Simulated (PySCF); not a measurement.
**GeSiH6O (SMILES [OH][GeH2][SiH3]) at B2PLYP/cc-pVDZ**

Aim: the energy change on altering one bond length of GeSiH6O at B2PLYP/cc-pVDZ, from 2 runs. The job is set up through a Python script.

The calculation is run with PySCF 2.14.0.

2 further runs of the same task are left out: 2 set aside as unsound or not needed.

### Step 1. Starting point

GeSiH6O has 9 atoms, charge 0, and is taken as a singlet. As SMILES, `[OH][GeH2][SiH3]`. The coordinates come from a PBE0-D4/def2-TZVP relaxation. This is one conformer, not always the lowest.

Bond lengths: O1–Ge2 1.791 Å, Ge2–Si3 2.389 Å, O1–H4 0.960 Å, Ge2–H5 1.546 Å, Ge2–H6 1.536 Å, Si3–H7 1.488 Å, Si3–H8 1.488 Å, Si3–H9 1.486 Å. Some angles: O1–Ge2–Si3 109.9°, O1–Ge2–H5 109.2°, O1–Ge2–H6 103.6°, Si3–Ge2–H5 111.3°, Si3–Ge2–H6 113.0°, Ge2–O1–H4 112.4°, Ge2–Si3–H7 110.2°, Ge2–Si3–H8 109.3°, Ge2–Si3–H9 110.4°, H5–Ge2–H6 109.6°.

### Step 2. The energy at B2PLYP/cc-pVDZ

Input file job.py:

```python
from pyscf import gto, dft, mp

molecule = gto.M(
    atom='''
O     -3.147150     1.895773    -1.615338
Ge     0.163083     1.699998    -0.936359
Si     0.993618    -1.909946     1.644818
H     -3.729186     0.506258    -2.624830
H      1.651054     1.572441    -3.447616
H      0.733403     4.207853     0.407992
H      3.752996    -2.140682     2.132367
H      0.113573    -4.225806     0.314261
H     -0.364339    -1.693384     4.092769
''',
    max_memory=1860,
    spin=0,
    verbose=4,
    unit='bohr',
    basis='cc-pvdz',
)

myscf = dft.RKS(molecule, xc='0.53*HF + 0.47*B88, 0.73*LYP')
myscf.conv_tol = 1e-10
myscf.grids.level = 5
myscf.kernel()
if not myscf.converged:
    myscf = myscf.newton().run(myscf.mo_coeff, myscf.mo_occ)

pt = mp.MP2(myscf, frozen=15).run()
etot = myscf.e_tot + 0.27 * pt.e_corr
print('PT2 part  %.8f' % (0.27 * pt.e_corr))
print('E(%s) = %.9f' % ('B2PLYP', etot))
```

Run with:

```
$ OMP_NUM_THREADS=1 python job.py
```

Output:

```text
PySCF version 2.14.0

[... 79 lines left out ...]
converged SCF energy = -2444.54582298209
[... 1 line left out ...]
******** <class 'pyscf.mp.mp2.RMP2'> ********
nocc = 15, nmo = 74
frozen orbitals 15
E(RMP2) = -2445.05866905829  E_corr = -0.512846076204959
E(SCS-RMP2) = -2445.06239365965  E_corr = -0.516570677561027
E_corr(same-spin) = -0.114051477559528
E_corr(oppo-spin) = -0.398794598645431
PT2 part  -0.13846844
E(B2PLYP) = -2444.684291423
```

Run time: 23 s. Hardware: 1 thread of Intel Xeon at 2.70GHz, shared host; peak memory 0.46 GiB.

### Step 3. The distorted shape

Input file calc.py:

```python
from pyscf import gto, dft, mp

system = gto.M(
    atom='''
O   -1.295799   1.885562  -0.213759
Ge   0.455901   1.781962   0.145541
Si   0.895401  -0.128338   1.511441
H   -1.973400   0.267900  -1.389000
H    1.243301   1.714462  -1.183359
H    0.757701   3.109062   0.856941
H    2.355601  -0.250438   1.769441
H    0.429701  -1.353838   0.807341
H    0.176801  -0.013738   2.806841
''',
    basis='cc-pvdz',
    verbose=3,
    max_memory=1860,
)

mf = dft.RKS(system)
mf.xc = '0.53*HF + 0.47*B88, 0.73*LYP'
mf.grids.level = 5
mf.conv_tol = 1e-10
mf.kernel()
if not mf.converged:
    mf = mf.newton().run(mf.mo_coeff, mf.mo_occ)

pt = mp.MP2(mf, frozen=15).run()
etot = mf.e_tot + 0.27 * pt.e_corr
print('PT2 part  %.8f' % (0.27 * pt.e_corr))
print('E = %.10f Eh' % etot)
```

Run with:

```
$ OMP_NUM_THREADS=1 python calc.py
```

Output:

```text
converged SCF energy = -2444.33044655832
E(RMP2) = -2444.94595379125  E_corr = -0.615507232934661
E(SCS-RMP2) = -2444.95974485585  E_corr = -0.629298297528062
PT2 part  -0.16618695
E = -2444.4966335112 Eh
```

Run time: 25 s. Hardware: 1 thread of Intel Xeon at 2.70GHz, shared host; peak memory 0.46 GiB.

### Step 4. Summary of results

At B2PLYP/cc-pVDZ, 15 core orbitals frozen:

| quantity | value |
| --- | --- |
| first shape: total energy | -2444.68429 Eh |
| first shape: dipole moment (SCF part) | 1.53 D |
| first shape: HOMO energy (SCF part's orbitals) | -8.75 eV |
| first shape: LUMO energy (SCF part's orbitals) | 1.10 eV |
| first shape: HOMO–LUMO gap (SCF part's orbitals) | 9.86 eV |
| distorted shape: total energy | -2444.49663 Eh |
| distorted shape: dipole moment (SCF part) | 1.58 D |
| distorted shape: HOMO energy (SCF part's orbitals) | -8.69 eV |
| distorted shape: LUMO energy (SCF part's orbitals) | -3.52 eV |
| distorted shape: HOMO–LUMO gap (SCF part's orbitals) | 5.17 eV |
| energy change with the O1–H4 bond stretched from 0.960 to 2.111 Å | 5.106 eV |

With the O1–H4 bond stretched from 0.960 to 2.111 Å the energy rises by 5.11 eV (493 kJ/mol). The first shape isn't relaxed at this level, so the change isn't measured from a minimum. A restricted reference can't describe the breaking bond well at this length. Mulliken charges (first shape) run from -0.47 on O1 to +0.53 on Ge2. Mulliken charges (distorted shape) run from -0.46 on O1 to +0.53 on Ge2.
